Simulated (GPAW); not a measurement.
# CaBr (P6_3mc) in GPAW: convergence with plane-wave cutoff (eV)

Aim: find how far plane-wave cutoff (eV) must go before the results for CaBr settle, at PBE. This setting moves, with any that are tied to it; all else stays.

Program: GPAW 26.7.0. These are calculated values, not measurements. Logs are shortened: lines on timing, memory, paths and dates and some standing lists are left out, and cuts for length are marked. The log counts tension as positive stress, the text compression.

## (1) Starting point

The structure is hexagonal, space group P6_3mc (No. 186). Conventional cell: a = 4.084 Å, b = 4.084 Å, c = 9.672 Å, α = 90.00°, β = 90.00°, γ = 120.00°. Br (site symmetry 3m) has 4 Ca at 2.96 to 3.01 Å as nearest neighbours. Ca (site symmetry 3m) is surrounded by 4 Br at 2.96 to 3.01 Å.

The cell comes from a database or a generator and needn't be the stable form of this composition.

## (2) With plane-wave cutoff (eV) 200

run.py reads:

```python
from ase import Atoms
from ase.dft.bandgap import bandgap
from ase.io import write
from ase.units import GPa
from gpaw import GPAW, PW

atoms = Atoms(['Br', 'Br', 'Ca', 'Ca'],
              cell=[[4.0841480343, 0.0, 0.0],
                    [-2.0420740171, 3.5369759505, 0.0],
                    [0.0, 0.0, 9.672126]],
              scaled_positions=[[0.6666666667, 0.3333333333, 0.534488],
                                [0.3333333333, 0.6666666667, 0.034488],
                                [0.6666666667, 0.3333333333, 0.840512],
                                [0.3333333333, 0.6666666667, 0.340512]],
              pbc=True)

calc = GPAW(mode=PW(200),
            xc='PBE',
            kpts={'size': (5, 5, 2), 'gamma': True},
            occupations={'name': 'fermi-dirac', 'width': 0.05},
            nbands=30,
            convergence={'density': 1e-05, 'energy': 1e-05},
            maxiter=100,
            txt='gpaw.txt')
atoms.calc = calc
energy = atoms.get_potential_energy()
forces = atoms.get_forces()
stress = atoms.get_stress()
calc.write('gs.gpw')
write('result.traj', atoms)
print(f'Energy: {energy:.6f} eV')
print('Forces (eV/A):')
print(forces.round(4))
print('Stress (GPa):', (stress / GPa).round(3))
print('Fermi level:', round(calc.get_fermi_level(), 4), 'eV')
print(f'Gap: {bandgap(calc)[0]:.4f} eV, direct: {bandgap(calc, direct=True)[0]:.4f} eV')
```

Potentials or basis: GPAW PAW data sets (gpaw-data 1.2.1), pw.

Launch:

```
OMP_NUM_THREADS=1 python run.py
```

Run time: 8.3 s. Hardware: 1 thread of Arm Neoverse V1, shared host; peak memory 0.13 GiB.

What came out:

* Free energy: -10.7423 eV
* Pressure: -0.2 GPa
* Largest force: 0.107 eV/Å
* Band gap on the k mesh: none (metal or under the smearing width)

## (3) With plane-wave cutoff (eV) 250

Changes to run.py since step 2:

```diff
@@ -16,3 +16,3 @@
 
-calc = GPAW(mode=PW(200),
+calc = GPAW(mode=PW(250),
             xc='PBE',
```

Potentials or basis: GPAW PAW data sets (gpaw-data 1.2.1), pw.

Launch:

```
OMP_NUM_THREADS=1 python run.py
```

It took 10 s on 1 thread of Arm Neoverse V1, shared host; peak memory 0.14 GiB.

Results:

```
Free energy            : -11.2531 eV
Pressure               : -1.6 GPa
Largest force          : 0.107 eV/Å
Band gap on the k mesh : none (metal or under the smearing width)
```

## (4) With plane-wave cutoff (eV) 300

Changes to run.py since step 3:

```diff
@@ -16,3 +16,3 @@
 
-calc = GPAW(mode=PW(250),
+calc = GPAW(mode=PW(300),
             xc='PBE',
```

Launch:

```
OMP_NUM_THREADS=1 python run.py
```

Wall time 18 s (1 thread of Arm Neoverse V1, shared host); peak memory 0.14 GiB.

What came out:

| Property | Result |
| --- | --- |
| Free energy | -11.7356 eV |
| Pressure | -1.3 GPa |
| Largest force | 0.106 eV/Å |
| Band gap on the k mesh | none (metal or under the smearing width) |

## (5) With plane-wave cutoff (eV) 350

Changes to run.py since step 4:

```diff
@@ -16,3 +16,3 @@
 
-calc = GPAW(mode=PW(300),
+calc = GPAW(mode=PW(350),
             xc='PBE',
```

Launch:

```
OMP_NUM_THREADS=1 python run.py
```

Run time: 20 s. Hardware: 1 thread of Arm Neoverse V1, shared host; peak memory 0.15 GiB.

Results:

```
Free energy            : -12.0050 eV
Pressure               : -0.4 GPa
Largest force          : 0.103 eV/Å
Band gap on the k mesh : none (metal or under the smearing width)
```

## (6) With plane-wave cutoff (eV) 400

Changes to run.py since step 5:

```diff
@@ -16,3 +16,3 @@
 
-calc = GPAW(mode=PW(350),
+calc = GPAW(mode=PW(400),
             xc='PBE',
```

Potentials or basis: GPAW PAW data sets (gpaw-data 1.2.1), pw.

Launch:

```
OMP_NUM_THREADS=1 python run.py
```

Wall time 19 s (1 thread of Arm Neoverse V1, shared host); peak memory 0.16 GiB.

Results:

| Quantity | Value |
| --- | --- |
| Free energy | -12.1125 eV |
| Pressure | 0.1 GPa |
| Largest force | 0.103 eV/Å |
| Band gap on the k mesh | none (metal or under the smearing width) |

## (7) With plane-wave cutoff (eV) 500

Changes to run.py since step 6:

```diff
@@ -16,3 +16,3 @@
 
-calc = GPAW(mode=PW(400),
+calc = GPAW(mode=PW(500),
             xc='PBE',
```

Launch:

```
OMP_NUM_THREADS=1 python run.py
```

It took 35 s on 1 thread of Arm Neoverse V1, shared host; peak memory 0.19 GiB.

Results (log left out):

```
Free energy            : -12.1608 eV
Pressure               : 0.4 GPa
Largest force          : 0.102 eV/Å
Band gap on the k mesh : none (metal or under the smearing width)
```

## (8) With plane-wave cutoff (eV) 600

Changes to run.py since step 7:

```diff
@@ -16,3 +16,3 @@
 
-calc = GPAW(mode=PW(500),
+calc = GPAW(mode=PW(600),
             xc='PBE',
```

Launch:

```
OMP_NUM_THREADS=1 python run.py
```

Run time: 39 s. Hardware: 1 thread of Arm Neoverse V1, shared host; peak memory 0.2 GiB.

It converged, with:

```yaml
Free_energy: -12.1707 eV
Pressure: 0.5 GPa
Largest_force: 0.103 eV/Å
Band_gap_on_the_k_mesh: none (metal or under the smearing width)
```

## (9) With plane-wave cutoff (eV) 800

Changes to run.py since step 8:

```diff
@@ -16,3 +16,3 @@
 
-calc = GPAW(mode=PW(600),
+calc = GPAW(mode=PW(800),
             xc='PBE',
```

Potentials or basis: GPAW PAW data sets (gpaw-data 1.2.1), pw.

Launch:

```
OMP_NUM_THREADS=1 python run.py
```

Wall time 56 s (1 thread of Arm Neoverse V1, shared host); peak memory 0.25 GiB.

The run converged. Its results:

| Item | Value |
| --- | --- |
| Free energy | -12.1757 eV |
| Pressure | 0.5 GPa |
| Largest force | 0.103 eV/Å |
| Band gap on the k mesh | none (metal or under the smearing width) |

## (10) With plane-wave cutoff (eV) 1000

Changes to run.py since step 9:

```diff
@@ -16,3 +16,3 @@
 
-calc = GPAW(mode=PW(800),
+calc = GPAW(mode=PW(1000),
             xc='PBE',
```

Potentials or basis: GPAW PAW data sets (gpaw-data 1.2.1), pw.

Launch:

```
OMP_NUM_THREADS=1 python run.py
```

gpaw.txt:

```text
__  _  _
 | _ |_)|_||  |
 |__||  | ||/\| - 26.7.0

Input parameters:
  mode=PW(ecut=1000.0),
  convergence={'density': 1e-05, 'energy': 1e-05},
  kpts=MonkhorstPack(size=(5, 5, 2), gamma=True),
  maxiter=100,
  nbands=30,
  occupations=Occupations(name='fermi-dirac', width=0.05),
  xc=XC(name='PBE')

Diagonalizing LCAO Hamiltonian
Converting LCAO to pw mode

            Ca

            Br
        Ca

        Br

Atoms  # Å, Bohr magnetons
|   | symbol |         x |        y |        z |    initial magnetic moments |
|---|--------|-----------|----------|----------|-----------------------------|
| 0 |     Br |  2.042074 | 1.178992 | 5.169635 | ( 0.0000,  0.0000,  0.0000) |
| 1 |     Br | -0.000000 | 2.357984 | 0.333572 | ( 0.0000,  0.0000,  0.0000) |
| 2 |     Ca |  2.042074 | 1.178992 | 8.129538 | ( 0.0000,  0.0000,  0.0000) |
| 3 |     Ca | -0.000000 | 2.357984 | 3.293475 | ( 0.0000,  0.0000,  0.0000) |

Unit cell  # Å
| periodic |         x |        y |        z |  lengths |     angles |
|----------|-----------|----------|----------|----------|------------|
|      yes |  4.084148 | 0.000000 | 0.000000 | 4.084148 |  90.000000 |
|      yes | -2.042074 | 3.536976 | 0.000000 | 4.084148 |  90.000000 |
|      yes |  0.000000 | 0.000000 | 9.672126 | 9.672126 | 120.000000 |

Number of symmetries: 6
Symmetry operations  # r_c * U_cc + t_c -> r_c
|   | kind |            matrix            |
|---|------|------------------------------|
| 0 |  σ   |  1, 1, 0,  0,-1, 0,  0, 0, 1 |
| 1 |  E   |  1, 0, 0,  0, 1, 0,  0, 0, 1 |
| 2 |  C3  |  0, 1, 0, -1,-1, 0,  0, 0, 1 |
| 3 |  σ   |  0,-1, 0, -1, 0, 0,  0, 0, 1 |
| 4 |  σ   | -1, 0, 0,  1, 1, 0,  0, 0, 1 |
| 5 |  C3  | -1,-1, 0,  1, 0, 0,  0, 0, 1 |

BZ-sampling:
  Number of BZ points: 50
  Number of IBZ points: 10

  Monkhorst-Pack size: [5, 5, 2]
  Monkhorst-Pack shift: [0.0, 0.0, 0.25]

K-points  # in reciprocal-cell coordinates
|   |                                coordinates |     weight |
|---|--------------------------------------------|------------|
| 0 | (  0.00000000,   0.00000000,   0.00000000) | 0.02000000 |
| 1 | (  0.00000000,   0.00000000,   0.50000000) | 0.02000000 |
| 2 | (  0.20000000,   0.00000000,   0.00000000) | 0.12000000 |
| 3 | (  0.20000000,   0.00000000,   0.50000000) | 0.12000000 |
| 4 | (  0.40000000,  -0.20000000,   0.00000000) | 0.12000000 |
| 5 | (  0.40000000,  -0.20000000,   0.50000000) | 0.12000000 |
| 6 | (  0.40000000,   0.00000000,   0.00000000) | 0.12000000 |
| 7 | (  0.40000000,   0.00000000,   0.50000000) | 0.12000000 |
| 8 | (  0.40000000,   0.40000000,   0.00000000) | 0.12000000 |
| 9 | (  0.40000000,   0.40000000,   0.50000000) | 0.12000000 |

Plane wave coefficients: 10076
Cutoff: 1000.0 eV

Spin-components: 1 (collinear spins)
Bands:           30
Projectors:      20
Spin-degeneracy: 2
Datatype:        complex128

Parallelization:
  kpt:    1
  domain: 1
  band:   1

Density:
  Valence electrons: 34.0
  Components: 1
  Grid points: [30 30 72]
  Charge: 0.0  # |e|

Potential:
  Grid points: [30 30 72]

species:
  Br:
    name:    Bromine
    Z:       35.0
    valence: 7
    core:    28
    charge:  0.0  # [|e|]
    compensation charges:
      type: gauss
      rc: 0.35  # [Å]
      lmax: 2
    cutoffs:
      filter: 1.98  # [Å]
      core: 2.38  # [Å]
    projectors
    | kind |    occ | energy [eV] | rcut [Å] |
    |------|--------|-------------|----------|
    |   4s |  2.000 |     -20.121 |    1.111 |
    |   4p |  5.000 |      -7.861 |    1.111 |
    |    s |        |       7.091 |    1.111 |
    |    p |        |      19.351 |    1.111 |
    |    d |        |       0.000 |    1.111 |

    Using partial waves for Br as LCAO basis

  Ca:
    name:    Calcium
    Z:       20.0
    valence: 10
    core:    10
    charge:  0.0  # [|e|]
    compensation charges:
      type: gauss
      rc: 0.37  # [Å]
      lmax: 2
    cutoffs:
      filter: 2.10  # [Å]
      core: 1.17  # [Å]
    projectors
    | kind |    occ | energy [eV] | rcut [Å] |
    |------|--------|-------------|----------|
    |   3s |  2.000 |     -47.086 |    1.175 |
    |   4s |  2.000 |      -3.766 |    1.175 |
    |   3p |  6.000 |     -28.008 |    1.154 |
    |    p |        |      -0.797 |    1.154 |
    |    d |        |       0.000 |    0.937 |

    Using partial waves for Ca as LCAO basis

Reference energy: -178826.233923  # eV

eigensolver:
  PPCG
  Converge bands: occupied
  niter=2

density mixing:
  MSR1-Mixer
  Pratt-step length: 0.05
  Maximum mixing coefficient: 0.75
  Old densities: 10
  SVD Regularization: 0.005
  Good broyden scale: 1.0
  Trust region scale: 1.0
  Backstep threshold: 4.0
  History deletion threshold: 6.0
  Fourier metric: weight=20.0, sigma=0.015

occupation numbers:
  Fermi-Dirac:
    width: 0.0500  # eV

poisson solver:
  ecut: 8000.0  # eV

xc functional:
  name: PBE with 2 nearest neighbor stencil

convergence criteria:
- Maximum integral of absolute [dens]ity change: 1e-05 electrons / valence electron
- Maximum [total energy] change in last 3 cyles: 1e-05 eV / valence electron
- Maximum integral of absolute [eigenst]ate change: 4e-08 eV^2 / valence electron
maximum number of iterations: 100

SCF iterations
|iter     | |      energy | eigst |  dens |
|---------|-|-------------|-------|-------|
|iter:   1| |  -11.635013 | +0.08 |       |
|iter:   2| |  -12.109203 | -0.93 | -1.49 |
|iter:   3| |  -12.123259 | -2.68 | -1.50 |
|iter:   4| |  -12.265251 | -2.91 | -1.66 |
|iter:   5| |  -12.173675 | -3.22 | -1.55 |
|iter:   6| |  -12.167820 | -4.29 | -1.97 |
|iter:   7| |  -12.160127 | -4.42 | -2.05 |
|iter:   8| |  -12.152584 | -4.31 | -2.15 |
|iter:   9| |  -12.147842 | -4.18 | -2.31 |
|iter:  10| |  -12.146938 | -4.71 | -2.65 |
|iter:  11| |  -12.146808 | -5.17 | -3.05 |
|iter:  12| |  -12.146810c| -6.56 | -3.88 |
|iter:  13| |  -12.146810c| -8.02c| -4.52 |
|iter:  14| |  -12.146809c| -8.42c| -5.04c|

Converged in 14 steps
Energy contributions relative to reference atoms: (reference = -178826.233923)

Energy contributions:
  Kinetic:          14.041394
  Coulomb:          -9.159703
  Zero:             -0.997328
  External:          0.000000
  Xc:              -16.001809
  Entropy:          -0.058728
  Spinorbit:         0.000000
  ----------------------------
  Free energy:     -12.176173
  Extrapolated:    -12.146809

dipole moment: (-0.000003, -0.000004, -20.542543)  # |e|*Ang

Fermi level: 4.387
Eigenvalues  # (at kpt = [0.000, 0.000, 0.000])
| band index |      eig [eV] | occ [0-2] |
|------------|---------------|-----------|
|          0 |       -38.133 |     2.000 |
|        ... |               |           |
|         10 |        -1.831 |     2.000 |
|         11 |        -1.124 |     2.000 |
|         12 |         0.144 |     2.000 |
|         13 |         0.144 |     2.000 |
|         14 |         0.222 |     2.000 |
|         15 |         0.222 |     2.000 |
[... 8 lines left out ...]
|         24 |         6.854 |     0.000 |
|         25 |         6.854 |     0.000 |
|        ... |               |           |
|         29 |         9.045 |     0.000 |

No gap
No difference between direct/indirect transitions

Forces  # eV/Ang
|        x |        y |        z |
|----------|----------|----------|
|  0.00000 |  0.00000 |  0.10275 |  # Br   0
| -0.00000 |  0.00000 |  0.10264 |  # Br   1
| -0.00000 |  0.00000 | -0.10271 |  # Ca   2
|  0.00000 | -0.00000 | -0.10263 |  # Ca   3

Stress tensor  # eV/Ang^3
|         x |         y |         z |
|-----------|-----------|-----------|
| -0.001882 |  0.000000 |  0.000000 |
|  0.000000 | -0.001882 |  0.000000 |
|  0.000000 |  0.000000 | -0.005225 |

# Writing to gs.gpw (mode='')
```

Wall time 77 s (1 thread of Arm Neoverse V1, shared host); peak memory 0.31 GiB.

Results:

```
Free energy            : -12.1762 eV
Pressure               : 0.5 GPa
Largest force          : 0.103 eV/Å
Band gap on the k mesh : none (metal or under the smearing width)
```

## (11) Result

```csv
plane-wave cutoff (eV),"energy less the tightest run, at zero smearing (meV/atom)",pressure (GPa),largest force (eV/Å),SCF cycles,CPU time (s),peak memory (GiB)
200,358.72,-0.25,0.107,13,8.3,0.13
250,230.77,-1.62,0.107,13,10,0.14
300,110.14,-1.27,0.106,16,18,0.14
350,42.80,-0.43,0.103,15,20,0.15
400,15.91,0.11,0.103,14,19,0.16
500,3.85,0.41,0.102,16,35,0.19
600,1.38,0.45,0.103,15,39,0.2
800,0.12,0.48,0.103,15,56,0.25
1000,0.00,0.48,0.103,14,77,0.31
```

Against the tightest run, the energy stays within 1 meV/atom from 800 on; the pressure stays within 0.1 GPa from 500 on; the largest force stays within 0.005 eV/Å from 200 on. The tightest run that finished is the yardstick and may itself not be fully converged.
